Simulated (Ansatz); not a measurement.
# Cs2RbGdCl6 (Fm-3m): the equilibrium volume

Aim: the volume at which the pressure of Cs2RbGdCl6 (Fm-3m) vanishes.

Method: DFT PBEsol, scalar-relativistic, plane waves, PAW, in Ansatz 0.2.0.

## Step 1: The system as given

Symmetry: Fm-3m, No. 225, cubic system. Conventional cell: a = 11.664 Å, b = 11.664 Å, c = 11.664 Å, α = 90.00°, β = 90.00°, γ = 90.00°. Cl (site symmetry 4mm) is surrounded by 1 Gd at 2.68 Å and 1 Rb at 3.15 Å. Around Cs (site symmetry -43m) lie 12 Cl at 4.13 Å. Gd (site symmetry m-3m) is surrounded by 6 Cl at 2.68 Å. Rb (site symmetry m-3m) has 6 Cl at 3.15 Å in its first shell of neighbours.

Structure file:

```
Cl Cs Gd Rb
1.0
     0.00000    5.83215    5.83215
     5.83215    0.00000    5.83215
     5.83215    5.83215    0.00000
Cl Cs Gd Rb
6 2 1 1
Direct
  0.77017 0.22983 0.22983
  0.22983 0.22983 0.77017
  0.22983 0.77017 0.77017
  0.22983 0.77017 0.22983
  0.77017 0.22983 0.77017
  0.77017 0.77017 0.22983
  0.75000 0.75000 0.75000
  0.25000 0.25000 0.25000
  0.00000 0.00000 0.00000
  0.50000 0.50000 0.50000
```

Starting moments: Gd 7.00 μB.

## Step 2: The first run (PBEsol, 4×4×4 mesh)

Input file input.yaml:

```yaml
crystal:
  lattice:
    - [0.0, 5.83215207, 5.83215207]
    - [5.83215207, 0.0, 5.83215207]
    - [5.83215207, 5.83215207, 0.0]
  atoms:
    - { symbol: Cl, position: [0.770167, 0.229833, 0.229833] }
    - { symbol: Cl, position: [0.229833, 0.229833, 0.770167] }
    - { symbol: Cl, position: [0.229833, 0.770167, 0.770167] }
    - { symbol: Cl, position: [0.229833, 0.770167, 0.229833] }
    - { symbol: Cl, position: [0.770167, 0.229833, 0.770167] }
    - { symbol: Cl, position: [0.770167, 0.770167, 0.229833] }
    - { symbol: Cs, position: [0.75, 0.75, 0.75] }
    - { symbol: Cs, position: [0.25, 0.25, 0.25] }
    - { symbol: Gd, position: [0.0, 0.0, 0.0], spin: 7.0 }
    - { symbol: Rb, position: [0.5, 0.5, 0.5] }
basis:
  ecutwfc: 420
kpoints:
  mp_grid: { grid: [4, 4, 4] }
hamiltonian:
  xc: pbesol
scf:
  occupations: { method: gaussian, width: 0.1 }
  lower_state_search: "off"
output:
  forces: true
  stress: true
  eigenvalues: true
  populations: true
  hubbard: { sites: [{ species: Gd, l: f }] }
magnetization:
  spin_polarized: true
```

Run with:

```bash
$ ansatz run input.yaml --threads 8 --pin off --max-ram 14336MiB --backend cpu --events-out ev --progress --plain --runs-dir out
```

The log of the run:

```text
Warning: RAYON_NUM_THREADS=8 ignored (pool sized by the plan → 8); use --threads N
Gd: projections on atomic orbitals take those of the free atom [Kr 4d10] 4f7 5s2 5p6 5d1 6s2, of charge +0.00 (hamiltonian.pseudopotentials.projection_atoms); the dataset's partial waves leave at most 2.5e-4 of an orbital's norm unspanned inside its sphere
Engine: ansatz 0.2.0, aarch64-unknown-linux-gnu
Pseudopotentials: kind: paw
Pseudopotential: Cl, paw, valence charge 7, recommended cutoff 420 eV (normal), Cl.paw.azcp
Pseudopotential: Cs, paw, valence charge 9, recommended cutoff 420 eV (normal), Cs.paw.azcp
Pseudopotential: Gd, paw, valence charge 18, recommended cutoff 420 eV (normal), Gd.paw.azcp
Pseudopotential: Rb, paw, valence charge 9, recommended cutoff 420 eV (normal), Rb.paw.azcp
Functional definition: PBEsol
  exchange = pbesol_x
  correlation = pbesol_c
Crystal: 10 atoms, lattice volume = 396.750 Å³
Basis set: ecut = 420 eV, 7799 PW (Γ), exchange–correlation on 120×120×120 points (8 copies of the dense FFT grid, shifted against one another)
Bands: 57, of which v1, the nominal top of the filled ones, is band 44 counted from 1 (43 counted from 0)
Symmetry: 48 space group operations
Space group: Fm-3m (ITA 225), of the structure as read, at distance tolerance 7.3e-5 Å
Magnetic group: BNS 225.116 (UNI 1618), of the structure as read, at distance tolerance 7.3e-5 Å
k-points: 8 of 64
Non-local potential: Cl, projectors of the file, l = 0: 2, l = 1: 2, l = 2: 2
Non-local potential: Cs, projectors of the file, l = 0: 3, l = 1: 2, l = 2: 2, l = 3: 2
Non-local potential: Gd, projectors of the file, l = 0: 3, l = 1: 2, l = 2: 2, l = 3: 3
Non-local potential: Rb, projectors of the file, l = 0: 3, l = 1: 2, l = 2: 2
PAW form: soft (Blöchl's): semilocal exchange-correlation on the pseudo side does not see the compensation charge
PAW frozen core: Cl, regenerated for the run's functional, and the local potential with it (the file was generated under x = pbe(κ = 0.804, μ = 0.2195149727645171), c = pbe(β = 0.06672455060314922))
PAW frozen core: Cs, regenerated for the run's functional, and the local potential with it (the file was generated under x = pbe(κ = 0.804, μ = 0.2195149727645171), c = pbe(β = 0.06672455060314922))
PAW frozen core: Gd, regenerated for the run's functional, and the local potential with it (the file was generated under x = pbe(κ = 0.804, μ = 0.2195149727645171), c = pbe(β = 0.06672455060314922))
PAW frozen core: Rb, regenerated for the run's functional, and the local potential with it (the file was generated under x = pbe(κ = 0.804, μ = 0.2195149727645171), c = pbe(β = 0.06672455060314922))
PAW one-centre angular grid: Cl, 110 points (default); XC on 64 Gauss nodes
PAW one-centre angular grid: Cs, 194 points (default); XC on 64 Gauss nodes
PAW one-centre angular grid: Gd, 590 points (default); XC on 64 Gauss nodes
PAW one-centre angular grid: Rb, 110 points (default); XC on 64 Gauss nodes
Initial density: superposition of atomic densities (chi_scale 0.1, normalization cell, long waves kept (reshape's long-wave potential 0.01 eV rms))
Starting moments: Σ|m| = 7 μB on 1 of 10 sites
Initial wavefunctions: pseudopotential atomic-orbital guess
Functional: x = pbesol(κ = 0.804, μ = 0.12345679012345678), c = pbesol(β = 0.046)
SCF iter   1: F=—  HF=-30024.522462 eV  |F-HF|=—  |Δ(HF+E_count)|=         —  Δρ=2.46e-1 (↑8.76e-2 ↓2.46e-1)  dr2=6.11e2  dr2_m=2.67e1  M=0.896 μB ∫|m|=0.953 μB  β_m=0.02  ethr=3.10e-3  ⟨swp⟩=11.5  Hψ=4373  notcnv=0
Mixer restart at iter 1: flushing history
preconditioner: auto → Kerker (q_TF=auto, 2.119 Å⁻¹)  [metal: Δε(μ)=0.010 eV  Ē_g=9.401 eV  σ=0.100 eV  W_gap=0.06  n_scr=58 (ndim 8)  ℏωp=15.9 eV  f_vac=0.011  D(μ)=23.46/eV (n_scr^D=258)]
spin=Collinear: Kerker preconditioning applied to the charge; magnetization (m = ρ↑ − ρ↓) channel mixes plain (no charge-response kernel on spin).
SCF iter   2: F=—  HF=-30008.778670 eV  |F-HF|=—  |Δ(HF+E_count)|=    1.57e1  Δρ=2.16e-1 (↑8.08e-2 ↓2.16e-1)  dr2=4.93e2  dr2_m=1.97e1  M=2.270 μB ∫|m|=2.271 μB  β_m=0.03  ethr=3.10e-3  ⟨swp⟩=3.0  Hψ=1882  notcnv=0  defer=62
Mixer restart at iter 2: flushing history
SCF iter   3: F=—  HF=-30002.724818 eV  |F-HF|=—  |Δ(HF+E_count)|=    6.05e0  Δρ=7.67e-2 (↑7.12e-2 ↓7.67e-2)  dr2=9.06e0  dr2_m=1.89e1  M=7.000 μB ∫|m|=7.027 μB  β_m=0.27  ethr=3.10e-3  ⟨swp⟩=3.1  Hψ=1880  notcnv=0  defer=79
Mixer restart at iter 3: flushing history
SCF iter   4: F=—  HF=-30001.936926 eV  |F-HF|=—  |Δ(HF+E_count)|=   7.88e-1  Δρ=5.89e-2 (↑5.39e-2 ↓5.89e-2)  dr2=7.52e0  dr2_m=1.07e1  M=7.000 μB ∫|m|=7.009 μB  β_m=0.40  ethr=3.10e-3  ⟨swp⟩=2.0  Hψ=1832  notcnv=0  defer=81
Mixer restart at iter 4: flushing history
SCF iter   5: F=—  HF=-30000.818328 eV  |F-HF|=—  |Δ(HF+E_count)|=    1.12e0  Δρ=4.02e-2 (↑3.51e-2 ↓4.02e-2)  dr2=5.55e0  dr2_m=4.56e0  M=7.000 μB ∫|m|=7.003 μB  β_m=0.53  ethr=3.10e-3  ⟨swp⟩=2.0  Hψ=1568  notcnv=0  defer=81
Mixer restart at iter 5: flushing history
SCF iter   6: F=—  HF=-29999.940435 eV  |F-HF|=—  |Δ(HF+E_count)|=   8.78e-1  Δρ=2.44e-2 (↑1.96e-2 ↓2.44e-2)  dr2=3.79e0  dr2_m=1.35e0  M=7.000 μB ∫|m|=7.004 μB  β_m=0.72  ethr=3.10e-3  ⟨swp⟩=2.0  Hψ=1342  notcnv=0  defer=81
Mixer restart at iter 6: flushing history
SCF iter   7: F=—  HF=-29999.926929 eV  |F-HF|=—  |Δ(HF+E_count)|=   1.35e-2  Δρ=1.27e-2 (↑9.82e-3 ↓1.27e-2)  dr2=2.35e0  dr2_m=2.09e-1  M=7.000 μB ∫|m|=7.004 μB  β_m=0.30  ethr=3.10e-3  ⟨swp⟩=2.1  Hψ=1179  notcnv=0  defer=80
Mixer restart at iter 7: flushing history
spin-set hold released at iteration 7 (site moments contracting): the magnetisation degrees of freedom join the quasi-Newton model from the next iteration; the mixer history was flushed
SCF iter   8: F=—  HF=-30001.287124 eV  |F-HF|=—  |Δ(HF+E_count)|=    1.36e0  Δρ=1.01e-2 (↑7.35e-3 ↓1.01e-2)  dr2=1.30e0  dr2_m=1.48e-1  M=7.000 μB ∫|m|=7.013 μB  β_m=0.65  ethr=2.70e-3  ⟨swp⟩=2.0  Hψ=1357  notcnv=0  defer=104
SCF iter   9: F=—  HF=-30002.559150 eV  |F-HF|=—  |Δ(HF+E_count)|=    1.27e0  Δρ=2.27e-3 (↑2.27e-3 ↓1.75e-3)  dr2=1.60e-1  dr2_m=1.32e-3  M=7.000 μB ∫|m|=7.033 μB  β_m=0.71  ethr=1.49e-3  ⟨swp⟩=3.0  Hψ=1813  notcnv=0  defer=124
SCF iter  10: F=—  HF=-30002.552229 eV  |F-HF|=—  |Δ(HF+E_count)|=   6.92e-3  Δρ=1.14e-3 (↑1.12e-3 ↓1.14e-3)  dr2=7.06e-2  dr2_m=1.51e-5  M=7.000 μB ∫|m|=7.029 μB  β_m=0.86  ethr=1.84e-4  ⟨swp⟩=1.0  Hψ=1056  notcnv=0  defer=124
SCF iter  11: F=—  HF=-30002.550213 eV  |F-HF|=—  |Δ(HF+E_count)|=   2.02e-3  Δρ=3.36e-4 (↑3.04e-4 ↓3.36e-4)  dr2=3.87e-3  dr2_m=3.98e-5  M=7.000 μB ∫|m|=7.029 μB  β_m=0.93  ethr=8.12e-5  ⟨swp⟩=2.0  Hψ=1498  notcnv=0  defer=124
preconditioner: auto → Resta (q_TF=auto, 2.119 Å⁻¹)  ε∞=3.6  [insulator: Δε(μ)=3.054 eV  Ē_g=9.905 eV  σ=0.100 eV  W_gap=1.00  n_scr=58 (ndim 8)  ℏωp=15.9 eV  f_vac=0.117  D(μ)=0.00/eV (n_scr^D=0)  ε∞_Penn≈3.6]
spin=Collinear: Resta preconditioning applied to the charge; magnetization (m = ρ↑ − ρ↓) channel mixes plain (no charge-response kernel on spin).
SCF iter  12: F=—  HF=-30002.554672 eV  |F-HF|=—  |Δ(HF+E_count)|=   4.46e-3  Δρ=5.82e-4 (↑3.86e-4 ↓5.82e-4)  dr2=5.19e-3  dr2_m=4.54e-5  M=7.000 μB ∫|m|=7.023 μB  β_m=0.93  ethr=4.45e-6  ⟨swp⟩=2.1  Hψ=1812  notcnv=0  defer=123
SCF iter  13: F=—  HF=-30002.552729 eV  |F-HF|=—  |Δ(HF+E_count)|=   1.94e-3  Δρ=7.95e-5 (↑6.09e-5 ↓7.95e-5)  dr2=1.11e-4  dr2_m=8.17e-7  M=7.000 μB ∫|m|=7.027 μB  β_m=0.96  ethr=4.45e-6  ⟨swp⟩=2.4  Hψ=1534  notcnv=0  defer=123
SCF iter  14: F=—  HF=-30002.552871 eV  |F-HF|=—  |Δ(HF+E_count)|=   1.42e-4  Δρ=2.89e-5 (↑2.25e-5 ↓2.89e-5)  dr2=1.39e-5  dr2_m=9.98e-8  M=7.000 μB ∫|m|=7.028 μB  β_m=0.98  ethr=1.27e-7  ⟨swp⟩=2.0  Hψ=1588  notcnv=0  defer=123
SCF iter  15: F=—  HF=-30002.553211 eV  |F-HF|=—  |Δ(HF+E_count)|=   3.40e-4  Δρ=9.30e-6 (↑8.58e-6 ↓9.30e-6)  dr2=1.76e-6  dr2_m=3.34e-9  M=7.000 μB ∫|m|=7.027 μB  β_m=0.94  ethr=1.59e-8  ⟨swp⟩=2.0  Hψ=1476  notcnv=0  defer=123
SCF iter  16: F=—  HF=-30002.553213 eV  |F-HF|=—  |Δ(HF+E_count)|=   1.93e-6  Δρ=2.29e-6 (↑2.09e-6 ↓2.29e-6)  dr2=1.54e-7  dr2_m=2.20e-10  M=7.000 μB ∫|m|=7.027 μB  β_m=0.97  ethr=2.03e-9  ⟨swp⟩=2.1  Hψ=1248  notcnv=0  defer=123
SCF iter  17: F=-30002.553213 eV  HF=-30002.553213 eV  |F-HF|=1.06e-8  |Δ(HF+E_count)|=   2.94e-7  Δρ=7.05e-7 (↑5.68e-7 ↓7.05e-7)  dr2=1.46e-8  dr2_m=1.83e-10  M=7.000 μB ∫|m|=7.027 μB  ethr=1.15e-10  ⟨swp⟩=16.0  Hψ=5335  notcnv=0
SCF 1 converged in 17 iterations: F = -30002.553213 eV  dr2 = 1.46e-8
SCF converged after 17 iterations
Magnetization: 7.0000 μB (47.0000 up, 40.0000 down)
Absolute magnetization: 7.0272 μB (∫|ρ↑−ρ↓|, with the PAW one-centre terms)
Spin contamination: 0.0081 ħ² per cell (⟨S²⟩ above its minimum at these occupations)
Per-site moments (μB) at R_I (Å): [(0.0020132403250117965, 1.1058473305310559), (0.002013240325011989, 1.1058473305310559), (0.0020132403250116347, 1.1058473305310559), (0.002013240325011486, 1.1058473305310559), (0.002013240325011521, 1.1058473305310559), (0.002013240325011882, 1.1058473305310559), (2.6929739358724258e-5, 1.7038963458961343), (2.692973935982941e-5, 1.7038963458961347), (6.881319778052801, 1.1058473305310559), (-6.515758088884592e-5, 1.2999153983439444)]
Free energy (F): -30002.553213 eV
Harris-Foulkes:  -30002.553213 eV  (|F-HF|=1.06e-8)
Internal energy: -30002.553213 eV  (E = F + TS)
E sigma→0 (E₀):  -30002.553213 eV
Fermi energy:    2.427430 eV
--- Per-component energies (eV) ---
  E_band       = -556.191031
  E_kinetic    = 1842.085492
  E_local      = -6665.433915  (includes V_loc(G=0)·N_el)
  E_nonlocal   = 703.397704
  E_hartree    = 2552.047191
  E_xc         = -1341.685012
  E_vxc        = -1368.225655  (∫ρ·V_xc dr)
  E_paw        = -22734.699198  (= ΣΔE_a)
  E_vpaw       = -172.110729  (= ΣTr[D̂ρ^β])
  E_aug_tail   = 0.000557  (compensation charges beyond the density's cutoff)
  E_ewald      = -4359.809786
  E_core_change = 1.543754  (= ΣΔE_core)
  E_smearing   = -0.000000  (= −TS)
  E_closure    = 0.000000  (closes the sum)
  Σ components = -30002.553213   (vs F -30002.553213, Δ=0.00e0)
--- Forces (eV/Å), atoms counted from 1 ---
  atom   1  Cl    -0.20371909    -0.00000000    -0.00000000
  atom   2  Cl     0.00000000    -0.00000000    -0.20371909
  atom   3  Cl     0.20371909     0.00000000     0.00000000
  atom   4  Cl     0.00000000    -0.20371909    -0.00000000
  atom   5  Cl    -0.00000000     0.20371909     0.00000000
  atom   6  Cl     0.00000000     0.00000000     0.20371909
  atom   7  Cs     0.00000000     0.00000000    -0.00000000
  atom   8  Cs     0.00000000    -0.00000000    -0.00000000
  atom   9  Gd    -0.00000000     0.00000000     0.00000000
  atom  10  Rb     0.00000000    -0.00000000    -0.00000000
  max |Σ_I F_I| component: 8.35e-17 eV/Å
--- Stress (GPa, compression-positive) ---
       -1.268400      -0.000000       0.000000
       -0.000000      -1.268400      -0.000000
        0.000000       0.000000      -1.268400
  P = ⅓ Tr σ = -1.2684 GPa (-12.684 kbar)
--- Band table (eV; the first three rows and the last of 16) ---
  k-point 0 ↑: bands = ["-41.7278", "-22.8791", "-19.2030", "-19.2030", "-19.2030", "-18.6159", "-18.6133", "-11.6174", "-11.4145", "-11.4145", "-11.3261", "-11.3261", "-11.3261", "-7.0363", "-7.0363", "-7.0363", "-5.3998", "-5.3998", "-5.3998", "-5.3622", "-5.3622", "-5.3622", "-1.3052", "-1.3052", "-1.3052", "-1.2517", "-1.2517", "-1.2517", "-1.2248", "-1.1612", "-0.5638", "-0.5638", "-0.3191", "-0.3191", "-0.3191", "-0.0411", "-0.0411", "-0.0411", "0.5590", "0.5590", "0.5590", "0.8357", "0.8357", "0.8357", "0.9164", "0.9164", "0.9164", "5.7021", "6.0150", "6.0150", "6.0150", "7.2124", "7.2124", "7.5982", "7.5982", "7.5982", "7.7749"]
  k-point 1 ↑: bands = ["-41.7278", "-22.8791", "-19.2031", "-19.2030", "-19.2030", "-18.6154", "-18.6136", "-11.6204", "-11.4348", "-11.4348", "-11.3243", "-11.3051", "-11.3051", "-7.0434", "-7.0391", "-7.0391", "-5.3910", "-5.3910", "-5.3811", "-5.3644", "-5.3644", "-5.3562", "-1.3258", "-1.3110", "-1.3110", "-1.2526", "-1.2526", "-1.2512", "-1.2247", "-1.0124", "-0.5012", "-0.5012", "-0.3261", "-0.2764", "-0.2764", "-0.1474", "-0.0394", "-0.0394", "0.4840", "0.4840", "0.5948", "0.6251", "0.7701", "0.7701", "0.8502", "0.8502", "0.8743", "6.0646", "6.1363", "6.1363", "6.1867", "7.4805", "7.4805", "7.5643", "7.8162", "7.8162", "7.9851"]
  k-point 2 ↑: bands = ["-41.7278", "-22.8791", "-19.2031", "-19.2030", "-19.2030", "-18.6145", "-18.6144", "-11.6235", "-11.4499", "-11.4499", "-11.3226", "-11.2892", "-11.2892", "-7.0505", "-7.0419", "-7.0419", "-5.3750", "-5.3750", "-5.3738", "-5.3738", "-5.3574", "-5.3548", "-1.3343", "-1.3162", "-1.3162", "-1.2536", "-1.2536", "-1.2508", "-1.2247", "-0.8330", "-0.4311", "-0.4311", "-0.3134", "-0.2823", "-0.2196", "-0.2196", "-0.0438", "-0.0438", "0.3906", "0.3948", "0.3948", "0.6466", "0.7149", "0.7149", "0.7745", "0.7745", "0.8162", "6.1868", "6.2572", "6.2572", "7.0450", "7.0586", "8.0181", "8.0181", "8.0232", "8.0232", "8.3789"]
  k-point 7 ↓: bands = ["-38.6967", "-22.8791", "-18.6145", "-18.6145", "-17.0732", "-17.0732", "-17.0732", "-11.5880", "-11.4293", "-11.4291", "-11.2626", "-11.2626", "-11.2331", "-7.0441", "-7.0325", "-7.0325", "-5.3745", "-5.3703", "-5.3680", "-5.3680", "-5.3524", "-5.3509", "-0.8394", "-0.6469", "-0.3795", "-0.2904", "-0.2904", "-0.1055", "-0.0647", "0.0656", "0.0656", "0.3949", "0.3949", "0.4359", "0.4606", "0.5061", "0.5061", "0.6290", "0.8022", "0.8022", "3.9419", "3.9921", "3.9929", "3.9929", "4.0670", "4.0714", "4.0714", "6.8347", "6.8347", "7.0826", "7.5496", "7.6059", "7.6059", "7.9183", "8.2944", "8.2944", "8.4226"]
--- Löwdin populations: 10 sites ---
  site symbol       q [e]    m [muB]
     0     Cl      7.4958     0.0062
     1     Cl      7.4958     0.0062
     2     Cl      7.4958     0.0062
     3     Cl      7.4958     0.0062
     4     Cl      7.4958     0.0062
     5     Cl      7.4958     0.0062
     6     Cs      8.1749    -0.0004
     7     Cs      8.1749    -0.0004
     8     Gd     17.2160     6.9575
     9     Rb      8.2270     0.0000
  spilling = 0.002674 (of n_electrons = 87.000000)
--- Occupation matrices: 1 shell (Löwdin-built; ε = 2.00e-2, provisional) ---
  Gd8 f_4F: site group Oh (m-3m)
  Gd8 f_4F up     Tr n = 6.9976  λ = 0.999 0.999 0.999 1.000 1.000 1.000 1.000  [7× z3 0.14 (T1u 0.43) T1u(0.43)]
  Gd8 f_4F dn     Tr n = 0.1335  λ = 0.000 0.011 0.011 0.011 0.033 0.033 0.033  [4× z(x2-y2) 0.25 (T2u 0.75) T2u(0.75) | 3× z3 0.33 (T1u 1.00) T1u(1.00)]
  Tr n, λ and their labels are of the run-group-symmetrised matrices; stabiliser: 48 of 96 elements of G0×{1,Θ} (closed), max defect 3.9e-15 at τ = 4.2e-3
```

It took 14 s on 8 threads of Arm Neoverse V1, shared host; peak memory 1.4 GiB.

Read off: volume 39.675 Å³/atom, pressure -1.27 GPa, gap on the mesh 3.02 eV, spin moments in the atoms' spheres Gd 6.88 μB.

[end of part 1 of 2]
